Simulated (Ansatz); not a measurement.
**Tl3Cu in Ansatz: the effect of strain**

Crystal: Tl3Cu.

```
CELL_PARAMETERS angstrom
4.52832 0.00000 0.00000
0.00000 4.52832 0.00000
0.00000 0.00000 4.71700
ATOMIC_POSITIONS crystal
Tl 0.50000 0.50000 0.00000
Tl 0.50000 0.00000 0.50000
Tl 0.00000 0.50000 0.50000
Cu 0.00000 0.00000 0.00000
```

The cell comes from a database or a generator and needn't be the stable form of this composition.

Alike in all runs:

```yaml
Program: Ansatz 0.2.0
Task: relaxation of the atoms
Functional: PBE
Potentials_or_basis: Ansatz PAW
Cutoff: "420 eV (not typed: the program's choice for these potentials)"
k_mesh: 5 × 5 × 5
Occupations: fermi-dirac, width 0.05 eV
Spin: no spin polarisation
Kind_of_strain: biaxial
```

Each run relaxes the cell or the atoms first.

| strain | pressure (GPa) |
| --- | --- |
| -0.04 | 3.2 |
| -0.02 | 1.4 |
| -0.01 | ? |
| 0 | -0.1 |
| 0.01 | -0.7 |
| 0.02 | -1.3 |
| 0.04 | -2.2 |

Q: What does the run with strain -0.01 give?

A: Pressure 0.6 GPa.

Worked out: A parabola through the other rows of the pressure, of slope -74.8 GPa per unit of strain there, gives 0.6 GPa, against the run's 0.6.

Caveats: the relaxation stopped at its first step, so nothing moved; the thresholds are loose for stress.
